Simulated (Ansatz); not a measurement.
# CH2OSSe: how energies converge with the basis set

An exercise on one series of results from a longer session: the logs are not shown, and one member is left open.

Program: Ansatz 0.2.0, Gaussian basis. Level of theory: one geometry, several basis sets. These are calculated values, not measurements.

Levels to be run: PBE0-D4/def2-SVP; ωB97M-V/def2-SVP; PBE0-D4/def2-QZVPP; ωB97M-V/def2-QZVPP; the functionals' def2-TZVPP values are taken from earlier runs.

## Structure used throughout

The geometry comes from an earlier relaxation with PBE0-D4 in a triple-zeta def2 set; it is a stationary point.

SMILES `OC(=S)[SeH]`, 6 atoms, charge 0, spin multiplicity 1.

Atoms are counted from 1 here; the program's logs count them from 0.

Bond lengths: O1–C2 1.329 Å, O1–H5 0.971 Å, C2–S3 1.623 Å, C2–Se4 1.887 Å, Se4–H6 1.472 Å. Angles: C2–O1–H5 106.6°, O1–C2–S3 125.1°, O1–C2–Se4 112.8°, S3–C2–Se4 122.1°, C2–Se4–H6 95.5°.

Set-up of the first run:

in.yaml

```yaml
crystal:
  periodic: [false, false, false]
  atoms:
    - {symbol: O, position_ang: [0.760779, 0.144346, -0.753348]}
    - {symbol: C, position_ang: [0.122376, -0.259657, 0.339584]}
    - {symbol: S, position_ang: [0.764055, -1.191206, 1.504054]}
    - {symbol: Se, position_ang: [-1.656150, 0.366370, 0.421132]}
    - {symbol: H, position_ang: [1.657361, -0.224767, -0.703898]}
    - {symbol: H, position_ang: [-1.606322, 1.100914, -0.853724]}
basis:
  gaussian: {orbitals: def2-SVP}
hamiltonian: {xc: pbe0, dispersion: d4}
output: {orbitals: {seedname: orbitals}}
```

Launch:

```
$ ansatz run in.yaml --threads 2 --pin off --events-out ev --progress --plain --max-ram 4352MiB
```

Steps of the session up to this table: PBE0-D4 in def2-SVP; ωB97M-V in def2-SVP; PBE0-D4 in def2-QZVPP; ωB97M-V in def2-QZVPP.

One table of the session follows, with a row left open; its other results are not shown here.

It belongs to the step «Density functionals: the series». 

| functional | basis | HOMO (eV) |
| --- | --- | --- |
| PBE0-D4 | def2-SVP | -6.90 |
| PBE0-D4 | def2-TZVPP | -7.05 |
| PBE0-D4 | def2-QZVPP | ? |
| ωB97M-V | def2-SVP | -9.03 |
| ωB97M-V | def2-TZVPP | -9.21 |
| ωB97M-V | def2-QZVPP | -9.25 |

Estimate the missing values for PBE0-D4, def2-QZVPP.

As computed: HOMO (eV): -7.08. In the column «HOMO (eV)» it lies between ωB97M-V, def2-SVP (-9.03) and PBE0-D4, def2-TZVPP (-7.05).
